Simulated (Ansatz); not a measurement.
# HfBr: what a guessed cell relaxes into

Aim: relax a trial structure of HfBr and see where it ends.

Program: Ansatz 0.2.0. Level of theory: DFT PBE, scalar-relativistic, plane waves, PAW. These are calculated values, not measurements.

### 1 Starting point

The structure is cubic, space group Pm-3m (No. 221). Conventional cell: a = 3.661 Å, b = 3.661 Å, c = 3.661 Å, α = 90.00°, β = 90.00°, γ = 90.00°. Hf (site symmetry m-3m) has 8 Br at 3.17 Å in its first shell of neighbours. Around Br (site symmetry m-3m) lie 8 Hf at 3.17 Å.

Structure file:

```
Hf Br
1.0
     3.66078    0.00000    0.00000
     0.00000    3.66078    0.00000
     0.00000    0.00000    3.66078
Hf Br
1 1
Direct
  0.50000 0.50000 0.50000
  0.00000 0.00000 0.00000
```

Recipe of the guess: species swapped into a database cell of CsBr (Pm-3m, No. 221), with Br on the Cs sites and Hf on the Br sites. The dimensions are guesses.

### 2 The guess as it stands, on a coarse mesh

input.yaml

```yaml
crystal:
  lattice:
    - [3.6607809, 0.0, 0.0]
    - [0.0, 3.6607809, 0.0]
    - [0.0, 0.0, 3.6607809]
  atoms:
    - { symbol: Hf, position: [0.5, 0.5, 0.5] }
    - { symbol: Br, position: [0.0, 0.0, 0.0] }
basis:
  ecutwfc: 420
kpoints:
  mp_grid: { grid: [6, 6, 6] }
hamiltonian:
  xc: pbe
scf:
  occupations: { method: gaussian, width: 0.1 }
  lower_state_search: "off"
output:
  forces: true
  stress: true
  eigenvalues: true
```

On the command line:

```console
$ ansatz run input.yaml --threads 1 --pin off --max-ram 2560MiB --backend cpu --events-out ev --progress --plain --runs-dir out
```

What it wrote, shortened:

```text
Warning: RAYON_NUM_THREADS=1 ignored (pool sized by the plan → 1); use --threads N
[...]
Pseudopotentials: kind: paw
Pseudopotential: Hf, paw, valence charge 26, recommended cutoff 420 eV (normal), Hf.paw.azcp
Pseudopotential: Br, paw, valence charge 7, recommended cutoff 420 eV (normal), Br.paw.azcp
Functional definition: PBE
[...]
Crystal: 2 atoms, lattice volume = 49.059 Å³
Basis set: ecut = 420 eV, 949 PW (Γ), exchange–correlation on 50×50×50 points (8 copies of the dense FFT grid, shifted against one another)
Bands: 21, of which v1, the nominal top of the filled ones, is band 17 counted from 1 (16 counted from 0)
Symmetry: 48 space group operations
Space group: Pm-3m (ITA 221), of the structure as read, at distance tolerance 3.7e-5 Å
k-points: 20 of 216
[...]
SCF iter   1: F=—  HF=-18503.854494 eV  |F-HF|=—  |Δ(HF+E_count)|=         —  Δρ=4.87e-3  dr2=1.96e-2  ethr=1.77e-3  ⟨swp⟩=5.9  Hψ=1711  notcnv=0
[...]
SCF iter   7: F=-18503.851141 eV  HF=-18503.851141 eV  |F-HF|=7.20e-9  |Δ(HF+E_count)|=   1.82e-7  Δρ=7.06e-6  dr2=2.01e-8  ethr=3.03e-10  ⟨swp⟩=6.8  Hψ=1936  notcnv=0
[...]
SCF converged after 7 iterations
Free energy (F): -18503.851141 eV
[...]
E sigma→0 (E₀):  -18503.842505 eV
Entropy (-TS):   -0.017272 eV (-8.636 meV/atom)
Fermi energy:    13.733711 eV
[...]
--- Forces (eV/Å), atoms counted from 1 ---
  atom   1  Hf     0.00000000    -0.00000000     0.00000000
  atom   2  Br    -0.00000000     0.00000000    -0.00000000
[...]
--- Stress (GPa, compression-positive) ---
       -7.645204       0.000000       0.000000
        0.000000      -7.645204       0.000000
        0.000000       0.000000      -7.645204
  P = ⅓ Tr σ = -7.6452 GPa (-76.452 kbar)
--- Band table (eV; the first three rows and the last of 20) ---
  k-point 0: bands = ["-49.8324", "-18.3772", "-18.3772", "-18.3772", "-4.1507", "0.1497", "0.1792", "0.1792", "0.1792", "0.2111", "0.2111", "0.2111", "9.0432", "9.0432", "9.0432", "10.9612", "11.8778", "11.8778", "15.5324", "15.5324", "15.5324"]
[...]
```

It took 1.4 s on 1 thread of Arm Neoverse V2, shared host; peak memory 0.29 GiB.

The probe gives pressure -7.6 GPa, largest force 0.00 eV/Å, gap on this mesh none (metal). A cheap, loose relaxation comes first.

### 3 Rough relaxation on the coarse mesh

input.yaml, as its differences from that of step 2:

```diff
@@ -21 +21,6 @@
   eigenvalues: true
+relax:
+  adjacent_minimum: "off"
+  f_tol: 0.04
+  max_steps: 70
+  cell: { stress_tol: 0.4 }
```

On the command line:

```console
$ ansatz run input.yaml --threads 1 --pin off --max-ram 2560MiB --backend cpu --events-out ev --progress --plain --runs-dir out
```

What it wrote, shortened:

```text
Warning: RAYON_NUM_THREADS=1 ignored (pool sized by the plan → 1); use --threads N
[...]
[... 4 set-up lines as earlier in the session ...]
[...]
Crystal: 2 atoms, lattice volume = 49.059 Å³
Basis set: ecut = 420 eV, 949 PW (Γ), exchange–correlation on 50×50×50 points (8 copies of the dense FFT grid, shifted against one another)
Bands: 21, of which v1, the nominal top of the filled ones, is band 17 counted from 1 (16 counted from 0)
[... 2 set-up lines as earlier in the session ...]
k-points: 20 of 216
[...]
SCF iter   1: F=—  HF=-18503.854494 eV  |F-HF|=—  |Δ(HF+E_count)|=         —  Δρ=4.87e-3  dr2=1.96e-2  ethr=1.77e-3  ⟨swp⟩=5.9  Hψ=1711  notcnv=0
[...]
        0.000000       0.223547       0.000000
        0.000000       0.000000       0.223547
  P = ⅓ Tr σ = 0.2235 GPa (2.235 kbar)
--- Band table (eV; the first three rows and the last of 20) ---
  k-point 0: bands = ["-46.1709", "-14.7555", "-14.7555", "-14.7555", "-2.0278", "3.8203", "3.8445", "3.8445", "3.8445", "3.8761", "3.8761", "3.8761", "11.7982", "11.7982", "11.7982", "14.4390", "14.4390", "14.7383", "19.0782", "19.0782", "19.0782"]
[...]
--- Relaxed structure (3 steps of the walk, 3 accepted, 1 SCFs on fresh bases) ---
  F+E_penalty+E_count = -18504.04648273 eV   max|allowed force component| = 6.837e-30 eV/Å   (the final SCF, on the basis selected at the relaxed cell)
  cell:  # Å, volume = 41.3266 Å³
    - [3.4573501056225027, -3.5609642200909832e-34, 1.925929944387236e-33]
    - [-1.0572552923875763e-33, 3.4573501056225027, 2.5679065925163143e-34]
    - [1.6691392851356043e-33, 2.5679065925163143e-34, 3.4573501056225027]
  atoms:
    - { symbol: Hf, position: [0.5, 0.5, 0.5] }
    - { symbol: Br, position: [5.6117132659132066e-34, 4.384150988994842e-35, 8.768301978000847e-36] }
```

It took 5.6 s on 1 thread of Arm Neoverse V2, shared host; peak memory 0.31 GiB.

The steps of the relaxation:

| step | energy from step 1 (eV/cell) | largest force component (eV/Å) | pressure (GPa) | volume (Å³) |
| --- | --- | --- | --- | --- |
| 1 | 0.0000 | 0.0000 | -7.65 | 49.06 |
| 2 | -0.1947 | 0.0000 | -0.87 | 42.08 |
| 3 | -0.1964 | 0.0000 | 0.23 | 41.33 |
| 4 | -0.1953 | 0.0000 | 0.22 | 41.33 |

Step 1 is the start. Step 4 repeats the geometry before it on a plane-wave basis chosen anew for that cell, so its energy need not be comparable with the rows above.

|  | before | after | change |
| --- | --- | --- | --- |
| a (Å) | 3.661 | 3.457 | -5.6 % |
| b (Å) | 3.661 | 3.457 | -5.6 % |
| c (Å) | 3.661 | 3.457 | -5.6 % |
| volume (Å³/atom) | 24.53 | 20.66 | -15.8 % |
| shortest distance (Å) | 3.170 | 2.994 | -5.6 % |
| space group (0.01 Å) | Pm-3m | Pm-3m | same |

Forces and stress were held to the start's 48 operations: a distortion of lower symmetry was not tested.

### 4 Final relaxation

The end of the coarse run is made exact in the group found at a tolerance of 0.06 Å and reduced to its primitive cell.

input.yaml

```yaml
crystal:
  lattice:
    - [3.4573501056, 0.0, 0.0]
    - [0.0, 3.4573501056, 0.0]
    - [0.0, 0.0, 3.4573501056]
  atoms:
    - { symbol: Hf, position: [0.5, 0.5, 0.5] }
    - { symbol: Br, position: [0.0, 0.0, 0.0] }
basis:
  ecutwfc: 420
kpoints:
  mp_grid: { grid: [16, 16, 16] }
hamiltonian:
  xc: pbe
scf:
  occupations: { method: gaussian, width: 0.1 }
output:
  forces: true
  stress: true
  eigenvalues: true
  write_density: true
  write_potential: true
  elf: true
  volumetric_format: npy
relax:
  adjacent_minimum: "off"
  f_tol: 0.01
  max_steps: 80
  cell: { stress_tol: 0.05 }
```

On the command line:

```console
$ ansatz run input.yaml --threads 1 --pin off --max-ram 2560MiB --backend cpu --events-out ev --progress --plain --runs-dir out
```

What it wrote, shortened:

```text
Warning: RAYON_NUM_THREADS=1 ignored (pool sized by the plan → 1); use --threads N
[...]
[... 4 set-up lines as earlier in the session ...]
[...]
Crystal: 2 atoms, lattice volume = 41.327 Å³
Basis set: ecut = 420 eV, 799 PW (Γ), exchange–correlation on 48×48×48 points (8 copies of the dense FFT grid, shifted against one another)
Bands: 21, of which v1, the nominal top of the filled ones, is band 17 counted from 1 (16 counted from 0)
[... 1 set-up line as earlier in the session ...]
Space group: Pm-3m (ITA 221), of the structure as read, at distance tolerance 3.5e-5 Å
k-points: 165 of 4096
[...]
SCF iter   1: F=—  HF=-18504.069839 eV  |F-HF|=—  |Δ(HF+E_count)|=         —  Δρ=5.78e-3  dr2=1.44e-2  ethr=1.77e-3  ⟨swp⟩=5.7  Hψ=14426  notcnv=0
[...]
--- Stress (GPa, compression-positive) ---
       -0.000250      -0.000000      -0.000000
       -0.000000      -0.000250       0.000000
        0.000000       0.000000      -0.000250
  P = ⅓ Tr σ = -0.0002 GPa (-0.002 kbar)
--- Band table (eV; the first three rows and the last of 165) ---
  k-point 0: bands = ["-46.1296", "-14.7137", "-14.7137", "-14.7137", "-2.0341", "3.8585", "3.8864", "3.8864", "3.8864", "3.9213", "3.9213", "3.9213", "11.8010", "11.8010", "11.8010", "14.4699", "14.4699", "14.7762", "19.1202", "19.1202", "19.1202"]
[...]
--- Relaxed structure (3 steps of the walk, 3 accepted, 1 SCFs on fresh bases) ---
  F+E_penalty+E_count = -18504.06810037 eV   max|allowed force component| = 4.421e-30 eV/Å   (the final SCF, on the basis selected at the relaxed cell)
  cell:  # Å, volume = 41.2651 Å³
    - [3.45563448689539, 3.811736348266404e-35, 0.0]
    - [3.811736348266404e-35, 3.45563448689539, 0.0]
    - [0.0, 0.0, 3.45563448689539]
  atoms:
    - { symbol: Hf, position: [0.5, 0.5, 0.5] }
    - { symbol: Br, position: [-5.338432056337491e-35, -2.3210574158108408e-36, -8.443957688716818e-48] }
```

Wall time 31 s (1 thread of Arm Neoverse V2, shared host); peak memory 0.41 GiB.

Relaxation path:

```csv
step,energy from step 1 (eV/cell),largest force component (eV/Å),pressure (GPa),volume (Å³)
1,0.0000,0.0000,-0.10,41.33
2,0.0000,0.0000,0.06,41.23
3,0.0000,0.0000,0.00,41.27
4,0.0000,0.0000,0.00,41.27
```

Step 1 is the start. Step 4 repeats the geometry before it on a plane-wave basis chosen anew for that cell, so its energy need not be comparable with the rows above.

|  | before | after | change |
| --- | --- | --- | --- |
| a (Å) | 3.457 | 3.456 | 0.0 % |
| b (Å) | 3.457 | 3.456 | 0.0 % |
| c (Å) | 3.457 | 3.456 | 0.0 % |
| volume (Å³/atom) | 20.66 | 20.63 | -0.1 % |
| shortest distance (Å) | 2.994 | 2.993 | 0.0 % |
| space group (0.01 Å) | Pm-3m | Pm-3m | same |

Forces and stress were held to the start's 48 operations: a distortion of lower symmetry was not tested.

Density in a lattice plane of the grid's cell (edges 3.46 and 3.46 Å, at 0.500 of the third edge), which holds Hf.

Ten even steps from '0' (0.11 e/Å³) to '9' (35.50 e/Å³):
```
000000000000000000000000
000000000000000000000000
000000000000000000000000
000000000000000000000000
000000000000000000000000
000000000011111000000000
000000000122322100000000
000000001245554210000000
000000012357875321000000
000000012468986421000000
000000012357875321000000
000000001245554210000000
000000000122322100000000
000000000011111000000000
000000000000000000000000
000000000000000000000000
000000000000000000000000
000000000000000000000000
000000000000000000000000
000000000000000000000000
```
Columns run along the first of these edges and rows up along the second, over one cell in 24 and 20 even steps from the bottom left corner. Atoms in the plane (fractional): Hf at (0.50, 0.50).

ELF in the same plane.

Values, 12 rows by 12 columns:
```
0.08 0.09 0.12 0.19 0.31 0.43 0.49 0.43 0.31 0.19 0.12 0.09
0.12 0.12 0.11 0.12 0.16 0.28 0.35 0.28 0.16 0.12 0.11 0.12
0.22 0.19 0.12 0.11 0.24 0.49 0.61 0.49 0.24 0.11 0.12 0.19
0.40 0.31 0.16 0.24 0.54 0.77 0.83 0.77 0.54 0.24 0.16 0.31
0.57 0.43 0.28 0.49 0.77 0.83 0.83 0.83 0.77 0.49 0.28 0.43
0.64 0.49 0.35 0.61 0.83 0.83 0.77 0.83 0.83 0.61 0.35 0.49
0.57 0.43 0.28 0.49 0.77 0.83 0.83 0.83 0.77 0.49 0.28 0.43
0.40 0.31 0.16 0.24 0.54 0.77 0.83 0.77 0.54 0.24 0.16 0.31
0.22 0.19 0.12 0.11 0.24 0.49 0.61 0.49 0.24 0.11 0.12 0.19
0.12 0.12 0.11 0.12 0.16 0.28 0.35 0.28 0.16 0.12 0.11 0.12
0.08 0.09 0.12 0.19 0.31 0.43 0.49 0.43 0.31 0.19 0.12 0.09
0.07 0.08 0.12 0.22 0.40 0.57 0.64 0.57 0.40 0.22 0.12 0.08
```
Columns run along the first of these edges and rows up along the second, over one cell in 12 and 12 even steps from the bottom left corner. Atoms in the plane (fractional): Hf at (0.50, 0.50).

Both are smooth fields of the valence electrons: close to the nuclei they are not physical.

Outside the cores ELF peaks at 0.86 in the shell around Br, 0.8 Å from Br; 0.64 between the atoms, 1.7 Å from Hf.

### 5 A further run, with the input changed

input.yaml

```yaml
crystal:
  lattice:
    - [3.4556344869, 0.0, 0.0]
    - [0.0, 3.4556344869, 0.0]
    - [0.0, 0.0, 3.4556344869]
  atoms:
    - { symbol: Hf, position: [0.5, 0.5, 0.5] }
    - { symbol: Br, position: [0.0, 0.0, 0.0] }
basis:
  ecutwfc: 420
kpoints:
  mp_grid: { grid: [1, 1, 1] }
hamiltonian:
  xc: pbe
scf:
  occupations: { method: gaussian, width: 0.1 }
  max_iter: 50
output:
  forces: true
  eigenvalues: true
  stress: true
```

On the command line:

```console
$ ansatz run input.yaml --threads 1 --pin off --max-ram 2560MiB --backend cpu --events-out ev --progress --plain --runs-dir out
```

What it wrote, shortened:

```text
Warning: RAYON_NUM_THREADS=1 ignored (pool sized by the plan → 1); use --threads N
[...]
[... 4 set-up lines as earlier in the session ...]
[...]
Crystal: 2 atoms, lattice volume = 41.265 Å³
Basis set: ecut = 420 eV, 799 PW (Γ), exchange–correlation on 48×48×48 points (8 copies of the dense FFT grid, shifted against one another)
Bands: 21, of which v1, the nominal top of the filled ones, is band 17 counted from 1 (16 counted from 0)
[... 2 set-up lines as earlier in the session ...]
k-points: 1
[...]
SCF iter   1: F=—  HF=-18499.535815 eV  |F-HF|=—  |Δ(HF+E_count)|=         —  Δρ=5.09e-2  dr2=1.68e0  ethr=1.77e-3  ⟨swp⟩=5.0  Hψ=84  notcnv=0
[...]
SCF iter   8: F=-18499.011235 eV  HF=-18499.011235 eV  |F-HF|=3.02e-9  |Δ(HF+E_count)|=   3.64e-7  Δρ=6.57e-6  dr2=1.81e-8  ethr=3.03e-10  ⟨swp⟩=6.0  Hψ=96  notcnv=0
[...]
SCF converged after 8 iterations
Free energy (F): -18499.011235 eV
[...]
E sigma→0 (E₀):  -18498.966294 eV
Entropy (-TS):   -0.089881 eV (-44.940 meV/atom)
Fermi energy:    14.216954 eV
[...]
--- Forces (eV/Å), atoms counted from 1 ---
  atom   1  Hf    -0.00000000    -0.00000000    -0.00000000
  atom   2  Br    -0.00000000    -0.00000000     0.00000000
[...]
--- Stress (GPa, compression-positive) ---
       14.992189       0.000000       0.000000
       -0.000000      14.992189       0.000000
        0.000000       0.000000      14.992189
  P = ⅓ Tr σ = 14.9922 GPa (149.922 kbar)
--- Band table (eV) ---
  k-point 0: bands = ["-46.8914", "-15.4496", "-15.4496", "-15.4496", "-0.7836", "3.0650", "3.1294", "3.1294", "3.1294", "3.1993", "3.1993", "3.1993", "12.8629", "12.8629", "12.8629", "14.1693", "14.1693", "15.0053", "18.7285", "18.7285", "18.7285"]
```

Run time: 0.47 s. Hardware: 1 thread of Arm Neoverse V2, shared host; peak memory 0.25 GiB.

### 6 Checking the result

This run ends as converged. That alone doesn't make the input a sound one.

In the input, kpoints.mp_grid.grid is [1, 1, 1]. One k-point can't sample the Brillouin zone of so small a cell.

The way back: set kpoints.mp_grid.grid to [16, 16, 16].

```tsv
run	ending	energy change	pressure (GPa)	gap (eV)	force (eV/Å)	cycles	time
step 4	converged	0	0.0	0.00	0.00	-	31 s
altered	converged	+2.53 eV/atom	15.0	0.00	0.00	8	0.47 s
```

Changing the k-point mesh moves the energy by +2.53 eV/atom, and the pressure goes from 0.0 to 15.0 GPa. The energy is not variational in the mesh, so the sign tells nothing.

### 7 Results

| quantity | value |
| --- | --- |
| symmetry at the end (tolerance 0.05 Å) | space group Pm-3m (No. 221) |
| conventional cell | a = 3.456 Å, b = 3.456 Å, c = 3.456 Å, α = 90.00°, β = 90.00°, γ = 90.00° |
| volume | 20.63 Å³/atom |
| energy over the elements | +0.24 eV/atom |
| gap on the mesh | none (metal) |

In words: The space group Pm-3m (No. 221) is kept, and the volume per atom shrinks by 15.9 % from the first guess. The formation energy is positive, so the separate elements lie lower. No finished test with a distortion of lower symmetry is shown, so the end may be a saddle point. The runs treat Hf without spin-orbit coupling. Spin polarisation is off in the runs that give these values; a magnetic solution could lie lower.
